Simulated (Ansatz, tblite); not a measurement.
# The cluster Pb₂Se₃: one state, many levels

How do method and basis change the picture of the cluster Pb₂Se₃ (singlet)?

The runs use Ansatz 0.2.0, Gaussian basis; as each input shows.

Levels to be run: GFN1-xTB, GFN2-xTB, PBE-D4/def2-TZVP, r2SCAN-D4/def2-TZVP, r2SCAN0-D4/def2-TZVP, B97M-V/def2-TZVP, revPBE-D4/def2-TZVP, PBE-D4/def2-SVP, PBE0-D4/def2-SVP, CCSD(T)/def2-SVP, MP2/def2-TZVP.

4 further runs of the same task are left out: 4 set aside as unsound or not needed.

### 1 The relaxed structure

The singlet was relaxed beforehand with PBE-D4/def2-SVP. At that level it is the lowest of the isomers that a small search found.

5 atoms, charge 0, spin multiplicity 1.

Bond lengths: Pb1–Se3 2.923 Å, Pb1–Se4 2.923 Å, Pb1–Se5 2.716 Å, Pb2–Se3 2.923 Å, Pb2–Se4 2.923 Å, Pb2–Se5 2.716 Å, Se3–Se4 2.420 Å. Angles: Se3–Pb1–Se4 48.9°, Se3–Pb1–Se5 95.1°, Se4–Pb1–Se5 95.1°, Se3–Pb2–Se4 48.9°, Se3–Pb2–Se5 95.1°, Se4–Pb2–Se5 95.1°, Pb1–Se3–Pb2 76.3°, Pb1–Se3–Se4 65.5°, Pb2–Se3–Se4 65.5°, Pb1–Se4–Pb2 76.3°, Pb1–Se4–Se3 65.5°, Pb2–Se4–Se3 65.5°, Pb1–Se5–Pb2 83.3°.

Coordinates:

```xyz
5

Pb   -0.67635    1.39801   -0.99391
Pb    0.22429   -1.06131    1.49103
Se    0.03116   -1.40785   -1.40466
Se    1.86795   -0.00632   -0.68332
Se   -1.44706    1.07746    1.59086
```

Pb takes a core potential in the def2 sets. No spin-orbit coupling is included.

PBE0-D4/def2-TZVP was run before; its log isn't repeated, and its numbers join the tables.

### 2 GFN1-xTB

Tight binding, by tblite at 300 K electronic temperature and without a spin-polarisation term:

```python
tblite.interface.Calculator('GFN1-xTB', numbers, positions, charge=0, uhf=0).singlepoint()
```

Energy -365.5184 eV, HOMO -7.97 eV, LUMO -5.37 eV; 0.004 s.

### 3 GFN2-xTB

Tight binding, by tblite at 300 K electronic temperature and without a spin-polarisation term:

```python
tblite.interface.Calculator('GFN2-xTB', numbers, positions, charge=0, uhf=0).singlepoint()
```

Energy -390.6816 eV, HOMO -10.12 eV, LUMO -8.06 eV; 0.004 s.

### 4 PBE-D4/def2-TZVP

start.molden holds the orbitals of an earlier run on this state, given as this run's starting guess.

File in.yaml:

```yaml
crystal:
  periodic: [false, false, false]
  atoms:
    - {symbol: Pb, position_ang: [-0.676346, 1.398013, -0.993912]}
    - {symbol: Pb, position_ang: [0.224289, -1.061306, 1.491025]}
    - {symbol: Se, position_ang: [0.031161, -1.407849, -1.404660]}
    - {symbol: Se, position_ang: [1.867954, -0.006321, -0.683315]}
    - {symbol: Se, position_ang: [-1.447058, 1.077462, 1.590862]}
basis:
  gaussian: {orbitals: def2-TZVP, initial_orbitals: start.molden}
hamiltonian: {xc: pbe, dispersion: d4}
scf: {omitted_lower_state_checks: [starts]}
output: {forces: true, orbitals: {seedname: orbitals}}
```

The run is started by

```sh
> ansatz run in.yaml --threads 4 --pin off --events-out ev --progress --plain --max-ram 4787MiB
```

The runs that follow: r2SCAN-D4/def2-TZVP; r2SCAN0-D4/def2-TZVP; B97M-V/def2-TZVP; revPBE-D4/def2-TZVP; PBE-D4/def2-SVP; PBE0-D4/def2-SVP; CCSD(T)/def2-SVP; MP2/def2-TZVP.

**Question.** What will the summary of the whole plan be? Wanted: gap in def2-TZVP, named functionals, smallest and largest; correlation energy, CCSD(T)/def2-SVP; correlation energy, MP2/def2-TZVP; binding an atom, CCSD(T)/def2-SVP; PBE0 total energy, smallest basis above largest.

**Answer**, as computed:

```
                                                 quantity                                   value
gap in def2-TZVP, named functionals, smallest and largest  2.27 eV (PBE-D4), 4.28 eV (r2SCAN0-D4)
                     correlation energy, CCSD(T)/def2-SVP                               -25.17 eV
                        correlation energy, MP2/def2-TZVP                               -43.76 eV
                        binding an atom, CCSD(T)/def2-SVP                                2.307 eV
          PBE0 total energy, smallest basis above largest          24.39 eV (def2-SVP, def2-TZVP)
```

In words: Over the named functionals in def2-TZVP the gap runs from 2.27 eV (PBE-D4) to 4.28 eV (r2SCAN0-D4); exact exchange widens it. The functionals in def2-TZVP miss CCSD(T)/def2-SVP by +0.320 (r2SCAN0-D4) to +0.636 eV (PBE-D4) an atom. The yardstick is in a double-zeta basis, so levels in larger sets aren't compared like for like. CCSD(T)/def2-SVP isn't at the basis-set limit; small misses against it rank nothing.
